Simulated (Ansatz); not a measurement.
**GaO₂+ (singlet): wave-function methods side by side, cc-pVDZ**

One table from this session's results is given with a row withheld; the runs are named, their logs left out.

Computed with Ansatz 0.2.0, Gaussian basis. Level: cc-pVDZ, core rule «outside noble gas», up to 16 orbitals frozen.

To be run: UHF; CCSD(T) on RHF; CCSD(T) on UHF; BCCD(T) on RHF; CISD; CCSDT(Q) on RHF; CCSDT(Q) on UHF; CASSCF and MRCISD+Q, 10 electrons in 10 orbitals; CASSCF and NEVPT2, 10 electrons in 10 orbitals.

30 further runs of the same task are left out: 9 for a known fault of the program, 6 that didn't finish, 15 set aside as unsound or not needed. Runs told in other sessions of the task aren't counted.

## The system

The geometry is a PBE0/def2-TZVP stationary point (not a proven minimum) of the parent state, kept for this charge and spin. No spin-orbit coupling is included. The filled d shell of Ga may be among the frozen orbitals whatever the setting's name suggests.

3 atoms, charge 1, spin multiplicity 1.

Atoms are counted from 1 here; the program's logs count them from 0.

Bond lengths: Ga1–O2 1.857 Å, O2–O3 1.292 Å. Angles: Ga1–O2–O3 180.0°.

Set-up of the first run:

File in.yaml:

```yaml
crystal:
  periodic: [false, false, false]
  atoms:
    - {symbol: Ga, position_ang: [0.000000, 0.000000, 1.669000]}
    - {symbol: O, position_ang: [0.000000, 0.000000, -0.188300]}
    - {symbol: O, position_ang: [0.000000, 0.000000, -1.480700]}
basis:
  gaussian: {orbitals: cc-pVDZ}
total_charge: 1
magnetization: {spin_polarized: true, initial_magnetization: 0}
hamiltonian: {xc: hf}
output: {orbitals: {seedname: orbitals}}
```

On the command line:

```console
ansatz run in.yaml --threads 1 --pin off --events-out ev --progress --plain --max-ram 2393MiB
```

Steps of the session up to this table: UHF; CCSD(T) on RHF; CCSD(T) on UHF; BCCD(T) on RHF; CISD; CCSDT(Q) on RHF; CCSDT(Q) on UHF; CASSCF and MRCISD+Q, 10 electrons in 10 orbitals; CASSCF and NEVPT2, 10 electrons in 10 orbitals.

One table of the session follows, with a row left open; its other results are not shown here.

It belongs to the step «Misses and costs». 

| method | from RCCSDT(Q) (meV) |
| --- | --- |
| RHF | +12782.8 |
| RMP2 | +1141.0 |
| UMP2 | +448.2 |
| RCCSD | +863.1 |
| UCCSD | -78.7 |
| RCCSD(T) | +319.1 |
| UCCSD(T) | -564.7 |
| BCCD(T) | +335.3 |
| RCCSDT | ? |
| UCCSDT | -854.4 |
| RCCSDT(Q) | 0 |
| UCCSDT(Q) | -1083.9 |
| CASSCF valence | +7735.0 |
| NEVPT2 valence | +910.3 |
| MRCISD valence | +528.6 |
| MRCISD+Q valence | +58.8 |

Estimate the missing values for RCCSDT.

As computed: from RCCSDT(Q) (meV): +216.9. In the column «from RCCSDT(Q) (meV)» it lies between MRCISD+Q valence (+58.8) and RCCSD(T) (+319.1).

Not comparable, so not listed: CISD (they don't share determinant, frozen orbitals or solution with the rows shown, or repeat one).

To keep in mind: The report flags that the cluster equations may have other roots. The determinant of CCSDT(Q) (⟨S²⟩ 1.02) is far from a pure spin state, so its energy mixes those of several spin states; high orders of coupled cluster remove much of that, low ones don't. Left out of the table: UHF (another determinant or state than the rows shown). The program flags UCCSD(T), RCCSDT(Q), UCCSDT(Q) as in doubt, so the zero of the table is itself unsure. Warnings: restricted reference is unstable; spin contamination; coupled cluster took another determinant than the lowest; large T1 diagnostic. Restricted and unrestricted rows rest on different reference determinants; a gap between their highest levels can come from leftover correlation error, from unlike frozen cores or from another state.
